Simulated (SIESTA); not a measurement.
Runs of SIESTA 5.4.2 on Rh. The cell holds a slab with vacuum, 6 atoms: a = 2.689 Å, b = 2.689 Å, c = 25.979 Å, α = 90.00°, β = 90.00°, γ = 120.00°. The slab is cut from a database's or a generator's crystal, which needn't be the stable form of the element.

| potentials or basis | gap on the mesh (eV) | largest force (eV/Å) |
| --- | --- | --- |
| PseudoDojo 0.4 standard (PBE files), DZ (energy shift 0.003 Ry; two zetas on semicore shells) | none | 0.24 |
| PseudoDojo 0.4 standard (PBE files), DZP (energy shift 0.003 Ry; two zetas on semicore shells) | none | 0.31 |
| PseudoDojo 0.4 standard (PBE files), TZP (energy shift 0.003 Ry; two zetas on semicore shells) | none | 0.30 |
| PseudoDojo 0.4 standard (PBE files), TZDP (energy shift 0.003 Ry; two zetas on semicore shells) | none | 0.30 |
| PseudoDojo 0.4 standard (PBE files), SZP (energy shift 0.003 Ry) | none | (a) |
| PseudoDojo 0.4 standard (PBE files), DZDP (energy shift 0.003 Ry; two zetas on semicore shells) | none | 0.30 |
| PseudoDojo 0.4 standard (PBE files), SZ (energy shift 0.003 Ry) | none | 0.82 |

Alike in all rows: task single point; level PBE; no spin polarisation; cell as given; k mesh 8 × 8 × 1; smearing fermi-dirac 0.05 eV; grid cutoff 800 Ry; energy shift 0.003 Ry.

Problem. Fill in the values left out.

Solution. (a) 0.41.

Caveats: the basis of atomic orbitals isn't converged, which shifts pressures, moduli and gaps; the basis has no polarisation orbitals (some runs).

A k mesh can miss the band edges, and the runs leave out spin-orbit coupling on Rh.

A gap of «none» marks a metal or a gap under the smearing width.
